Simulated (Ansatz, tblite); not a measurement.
**The cluster Ga12N12: rung by rung**

The task here is to estimate one member of a computed series from the others.

Program: Ansatz 0.2.0, Gaussian basis. Level of theory: as each input shows. These are calculated values, not measurements.

Plan: GFN1-xTB, GFN2-xTB, PBE-D4/def2-TZVP, r2SCAN-D4/def2-TZVP, r2SCAN0-D4/def2-TZVP, PBE-D4/def2-SVP, PBE0-D4/def2-SVP, MP2/def2-SVP.

2 further runs of the same task are left out: 2 set aside as unsound or not needed.

## The relaxed structure

The geometry is that of the singlet, from an earlier relaxation (PBE-D4/def2-SVP).

24 atoms, charge 0, spin multiplicity 1.

Bond lengths: Ga1–N13 2.016 Å, Ga1–N14 1.825 Å, Ga1–N19 2.052 Å, Ga2–N13 1.897 Å, Ga2–N16 1.951 Å, Ga2–N18 1.956 Å, Ga3–N13 1.921 Å, Ga3–N19 1.944 Å, Ga3–N22 1.921 Å, Ga4–N15 1.897 Å, Ga4–N17 1.951 Å, Ga4–N18 1.956 Å, Ga5–N14 1.825 Å, Ga5–N15 2.016 Å, Ga5–N20 2.052 Å, Ga6–N15 1.921 Å, Ga6–N20 1.944 Å, Ga6–N23 1.921 Å and more. Angles: N13–Ga1–N14 138.7°, N13–Ga1–N19 87.7°, N14–Ga1–N19 126.2°, N13–Ga2–N16 130.0°, N13–Ga2–N18 114.3°, N16–Ga2–N18 94.8°, N13–Ga3–N19 93.6°, N13–Ga3–N22 151.8°, N19–Ga3–N22 93.6°, N15–Ga4–N17 130.0°, N15–Ga4–N18 114.3°, N17–Ga4–N18 94.8°, N14–Ga5–N15 138.7°, N14–Ga5–N20 126.2°, N15–Ga5–N20 87.7°, N15–Ga6–N20 93.6°, N15–Ga6–N23 151.8°, N20–Ga6–N23 93.6° and more.

PBE0-D4/def2-TZVP was run before; its log isn't repeated, and its numbers join the tables.

The first run:

Tight binding, by tblite at 300 K electronic temperature and without a spin-polarisation term:

```python
tblite.interface.Calculator('GFN1-xTB', numbers, positions, charge=0, uhf=0).singlepoint()
```

Tight binding, by tblite at 300 K electronic temperature and without a spin-polarisation term:

```python
tblite.interface.Calculator('GFN2-xTB', numbers, positions, charge=0, uhf=0).singlepoint()
```

start.molden holds the orbitals of an earlier run on this state, given as this run's starting guess.

File in.yaml:

```yaml
crystal:
  periodic: [false, false, false]
  atoms:
    - {symbol: Ga, position_ang: [-2.416520, -0.467357, 1.571213]}
    - {symbol: Ga, position_ang: [-2.487691, 0.313522, -1.325637]}
    - {symbol: Ga, position_ang: [-2.157121, 2.161895, 0.732505]}
    - {symbol: Ga, position_ang: [0.250967, -2.427957, -1.444507]}
    - {symbol: Ga, position_ang: [-0.403702, -2.482370, 1.483787]}
    - {symbol: Ga, position_ang: [2.187292, -2.187051, 0.544087]}
    - {symbol: Ga, position_ang: [-0.059794, 0.049793, -2.528132]}
    - {symbol: Ga, position_ang: [-0.316697, 2.482684, -1.334307]}
    - {symbol: Ga, position_ang: [2.422007, -0.258786, -1.453058]}
    - {symbol: Ga, position_ang: [0.007688, -0.006387, 0.324908]}
    - {symbol: Ga, position_ang: [2.488500, 0.407409, 1.472397]}
    - {symbol: Ga, position_ang: [0.475667, 2.422423, 1.559614]}
    - {symbol: N, position_ang: [-3.383122, 0.751079, 0.288436]}
    - {symbol: N, position_ang: [-2.177595, -2.255470, 1.848631]}
    - {symbol: N, position_ang: [0.756196, -3.392545, 0.108814]}
    - {symbol: N, position_ang: [-1.455350, 1.446511, -2.533444]}
    - {symbol: N, position_ang: [1.332673, -1.344314, -2.654363]}
    - {symbol: N, position_ang: [-1.086045, -1.036041, -1.128644]}
    - {symbol: N, position_ang: [-0.981152, 0.988927, 1.743026]}
    - {symbol: N, position_ang: [1.061491, -1.055850, 1.654444]}
    - {symbol: N, position_ang: [1.032486, 1.080667, -1.137040]}
    - {symbol: N, position_ang: [-0.747077, 3.384933, 0.277915]}
    - {symbol: N, position_ang: [3.392270, -0.758724, 0.098434]}
    - {symbol: N, position_ang: [2.264618, 2.182999, 1.830931]}
basis:
  gaussian: {orbitals: def2-TZVP, fitting: {mean_field: def2-universal-jkfit}, initial_orbitals: start.molden}
hamiltonian: {xc: pbe, dispersion: d4}
scf: {omitted_lower_state_checks: [starts]}
output: {forces: true, orbitals: {seedname: orbitals}}
```

On the command line:

```bash
$ ansatz run in.yaml --threads 4 --pin off --events-out ev --progress --plain --max-ram 66560MiB --backend cuda --devices 0, --max-vram 37GiB
```

Among the steps run: PBE-D4/def2-TZVP; r2SCAN-D4/def2-TZVP; r2SCAN0-D4/def2-TZVP; PBE-D4/def2-SVP; PBE0-D4/def2-SVP; MP2/def2-SVP.

One table of the session follows, with a row left open; its other results are not shown here.

It belongs to the step «Binding energy». 

```
               level  binding an atom (eV)
         HF/def2-SVP                 1.298
     PBE-D4/def2-SVP                 3.622
    PBE-D4/def2-TZVP                 3.582
 r2SCAN-D4/def2-TZVP                 3.357
    PBE0-D4/def2-SVP                 3.377
   PBE0-D4/def2-TZVP                 3.350
r2SCAN0-D4/def2-TZVP                     ?
        MP2/def2-SVP                 3.269
```

**Question.** Estimate the row for r2SCAN0-D4/def2-TZVP.

As computed: binding an atom (eV): 3.149. In the column «binding an atom (eV)» it lies between HF/def2-SVP (1.298) and MP2/def2-SVP (3.269).

Limits of these values: Free atoms were run apart at each level; binding is atoms less cluster, divided by the number of atoms, without zero-point or spin-orbit terms.
